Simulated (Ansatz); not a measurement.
# FeNi3: LAPW beside PAW

Aim: solve FeNi3 at one geometry with all-electron LAPW, frozen-core PAW and datasets made for this crystal, and see where they agree.

Program: Ansatz 0.2.0. Level of theory: DFT PBE, scalar-relativistic. These are calculated values, not measurements.

**1. Starting point**

It takes space group Pm-3m (No. 221, cubic). Conventional cell: a = 3.545 Å, b = 3.545 Å, c = 3.545 Å, α = 90.00°, β = 90.00°, γ = 90.00°. Around Fe (site symmetry m-3m) lie 12 Ni at 2.51 Å. Around Ni (site symmetry 4/mmm) lie 4 Fe at 2.51 Å and 8 Ni at 2.51 Å.

As a file:

```
Fe Ni
1.0
     3.54500    0.00000    0.00000
     0.00000    3.54500    0.00000
     0.00000    0.00000    3.54500
Fe Ni
1 3
Direct
  0.00000 0.00000 0.00000
  0.00000 0.50000 0.50000
  0.50000 0.00000 0.50000
  0.50000 0.50000 0.00000
```

Structure: COD 9013941, as refined from experiment and not relaxed.

Atoms are numbered in the order of the input: Fe1, Ni2, Ni3, Ni4.

**2. All-electron LAPW**

Contents of input.yaml:

```yaml
crystal:
  lattice:
    - [3.545, 0.0, 0.0]
    - [0.0, 3.545, 0.0]
    - [0.0, 0.0, 3.545]
  atoms:
    - { symbol: Fe, position: [0.0, 0.0, 0.0], spin: 3.0 }
    - { symbol: Ni, position: [0.0, 0.5, 0.5], spin: 1.5 }
    - { symbol: Ni, position: [0.5, 0.0, 0.5], spin: 1.5 }
    - { symbol: Ni, position: [0.5, 0.5, 0.0], spin: 1.5 }
magnetization:
  spin_polarized: true
kpoints:
  mp_grid: { grid: [10, 10, 10] }
  band_path:
    path:
      - [0.0, 0.0, 0.0]
      - [0.0, 0.5, 0.0]
      - [0.5, 0.5, 0.0]
      - [0.0, 0.0, 0.0]
      - [0.5, 0.5, 0.5]
      - [0.0, 0.5, 0.0]
      - [0.5, 0.5, 0.5]
      - [0.5, 0.5, 0.0]
    npoints: 8
scf:
  occupations: { method: fermi_dirac, width: 0.08 }
hamiltonian:
  xc: pbe
  pseudopotentials: { kind: all_electron, lapw: { basis_error: 0.001 } }
output:
  forces: true
  stress: true
  eigenvalues: true
  populations: true
  dos: { projected: true, de: 0.2, e_range: [-14, 8] }
```

**3. Frozen-core PAW**

Edit input.yaml of step 2 so:

```diff
@@ -29,3 +29,3 @@
   xc: pbe
-  pseudopotentials: { kind: all_electron, lapw: { basis_error: 0.001 } }
+  pseudopotentials: { kind: paw }
 output:
@@ -34,3 +34,5 @@
   eigenvalues: true
+  efg: { contact_densities: true }
   populations: true
+  bader: true
   dos: { projected: true, de: 0.2, e_range: [-14, 8] }
```

**4. Datasets made for this crystal**

Edit input.yaml of step 3 so:

```diff
@@ -29,3 +29,3 @@
   xc: pbe
-  pseudopotentials: { kind: paw }
+  pseudopotentials: { kind: all_electron, datasets: crystal }
 output:
@@ -35,4 +35 @@
   efg: { contact_densities: true }
-  populations: true
-  bader: true
-  dos: { projected: true, de: 0.2, e_range: [-14, 8] }
```

(Steps that only read results are left out.)

What does the calculation give? Wanted: pressure; gap; spin moments; Bader charges.

The runs gave:

| quantity | value |
| --- | --- |
| pressure | LAPW -0.16, PAW -0.12, crystal datasets -0.16 GPa |
| gap (LAPW) | none |
| spin moments (LAPW) | Fe1 2.94, Ni2 0.66 μB |
| Bader charges (PAW) | Fe1 +0.41, Ni2 -0.14 e |

What this shows: The pressure is within half a GPa of zero, so the volume is close to equilibrium at this level. Bands cross the Fermi level: the crystal is a metal at this level. Ni 3d carries the largest share, 72 %, of the projected states within 0.3 eV of the Fermi level. The projection holds only the free atom's occupied shells (Fe 4s, Fe 3d, Ni 4s, Ni 3d in this range). The field gradient at Ni2, the largest by crystal datasets, is -0.15 by PAW and -0.13 by crystal datasets (10²¹ V/m²); frozen cores can miss part of the core's response. In pressure, PAW differs from LAPW by +0.04 GPa. Site moments are counted in spheres whose radii differ between the methods. The price, with the outputs that each input asks for: 2.1 min for LAPW against 42 s for PAW, about 3 to one. Other magnetic orders may lie lower; this is the state that the run reached.
